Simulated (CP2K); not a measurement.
Crystal: HfIn4SiO6.

```
Hf In Si O
1.0
     5.43134    0.00000    0.00000
    -2.71529    4.70390    0.00000
    -0.92829   -1.60769    7.40700
Hf In Si O
1 4 1 6
Direct
  0.78835 0.21165 0.00000
  0.62175 0.37825 0.50000
  0.45502 0.54498 0.00000
  0.28407 0.71593 0.50000
  0.95814 0.04186 0.50000
  0.12168 0.87832 0.00000
  0.06219 0.11415 0.86666
  0.88585 0.93781 0.13334
  0.79490 0.53784 0.86663
  0.46216 0.20510 0.13337
  0.15352 0.62879 0.13333
  0.37121 0.84648 0.86667
```

The cell was built by a generator and needn't be a form met in nature.

Base run:

- Program: CP2K 2026.2
- Functional: vdW-DF-cx
- Potentials or basis: POTENTIAL_UZH Hf GTH-PBE-q12, In GTH-PBE-q13, Si GTH-PBE-q4, O GTH-PBE-q6; TZVP-MOLOPT-PBE-GTH basis
- Density cutoff: 13606 eV
- k mesh: 6 × 6 × 4
- Occupations: fermi-dirac, width 0.05 eV
- Spin: no spin polarisation

Its results: band gap on the k mesh none (metal or under the smearing width); pressure -3.3 GPa.

Question: The run is repeated on the same cell with these changes: functional from vdW-DF-cx to SCAN. What comes out?

Answer: Band gap on the k mesh none (metal or under the smearing width); pressure -4.4 GPa.

Caveats: the potentials were made for another functional, which shifts forces and pressure; the basis of atomic orbitals isn't converged, which shifts pressures, moduli and gaps.

Not every run made on this cell is shown here.
